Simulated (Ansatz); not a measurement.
**Mn3SnN (Pm-3m): Heisenberg exchange couplings in Python**

The task is the Heisenberg exchange couplings, for Mn3SnN (Pm-3m).

Program: Ansatz 0.2.0 through its Python package. Level of theory: DFT LDA, plane waves, PAW. These are calculated values, not measurements.

## Step 1: The system

The structure is cubic, space group Pm-3m (No. 221). Conventional cell: a = 3.879 Å, b = 3.879 Å, c = 3.879 Å, α = 90.00°, β = 90.00°, γ = 90.00°. Mn (site symmetry 4/mmm) has 2 N at 1.94 Å in its first shell of neighbours. Around Sn (site symmetry m-3m) lie 12 Mn at 2.74 Å. N (site symmetry m-3m) is surrounded by 6 Mn at 1.94 Å.

Input file mn3snn.cif:

```cif
data_Mn3SnN
_cell_length_a 3.878941
_cell_length_b 3.878941
_cell_length_c 3.878941
_cell_angle_alpha 90.00000
_cell_angle_beta 90.00000
_cell_angle_gamma 90.00000
_symmetry_space_group_name_H-M 'P 1'
_symmetry_Int_Tables_number 1
loop_
_symmetry_equiv_pos_as_xyz
'x, y, z'
loop_
_atom_site_label
_atom_site_type_symbol
_atom_site_fract_x
_atom_site_fract_y
_atom_site_fract_z
Mn1 Mn    0.000000    0.500000    0.500000
Mn2 Mn    0.500000    0.500000    0.000000
Mn3 Mn    0.500000    0.000000    0.500000
Sn4 Sn    0.000000    0.000000    0.000000
N5 N    0.500000    0.500000    0.500000
```

## Step 2: The script

Contents of mn3snn_jij.py:

```python
"""Heisenberg exchange couplings of Mn3SnN."""

import ansatz
from ase.io import read
import numpy as np

atoms = read("mn3snn.cif")
crystal = ansatz.Crystal.from_ase(atoms).moments(Mn=5.2)

base = (
    crystal.calculation()
    .spin("collinear")
    .functional("lda")
    .kpoints(mesh=(8, 8, 8))
    .occupations(ansatz.OccupationsMethod.FERMI_DIRAC, width=0.05)  # smearing steadies the SCF of a metal
    .eigenstates(nscf_kmesh=(6, 6, 6))
    .exchange_couplings(magnetic=["Mn"])
)
couplings = base.run(threads=1).exchange_couplings().to_plain()
for atom in couplings["atoms"]:
    print(atom["site"]["symbol"], atom["role"], "moment", round(atom["moment_mub"], 3), "muB")
shells = {}
for pair in couplings["pairs"]:
    key = (pair["site"], pair["partner"], round(float(np.linalg.norm(pair["displacement_ang"])), 2))
    shells.setdefault(key, []).append(1000 * pair["coupling_ev"])
print("site partner distance (A)  count  mean J (meV)")
for (i, j, d), values in sorted(shells.items(), key=lambda item: item[0][2])[:8]:
    print(f"{i:4d} {j:7d} {d:12.2f} {len(values):6d} {np.mean(values):13.3f}")
print("mean-field order:", couplings["mean_field_order"])
```

## Step 3: Launch

Started as:

```
python mn3snn_jij.py
```

**Question.** What results will this script give? Wanted: free energy; gap on the mesh; moment, net / absolute.

**Answer**, as computed:

| quantity | value |
| --- | --- |
| free energy | -17778.4896 eV (-3555.6979 eV/atom) |
| gap on the mesh | none |
| moment, net / absolute | 2.48 / 2.81 μB per cell |

In words: The mesh shows no gap. What to keep in mind:
- The mesh is modest for a metal, so energies can be off by several to tens of meV an atom and pressures by half a GPa or more; differences at equal mesh fare better.
- This cell is a computed structure, which may not be the phase found in nature.
- The couplings are those of E = -sum over i != j of J_ij e_i.e_j for unit vectors, so J > 0 favours parallel moments. Couplings oscillate with the k-mesh and hold for small turns from this magnetic state; mean-field temperatures overestimate ordering, and where the couplings favour a wavevector other than zero the state started from isn't the stable order.
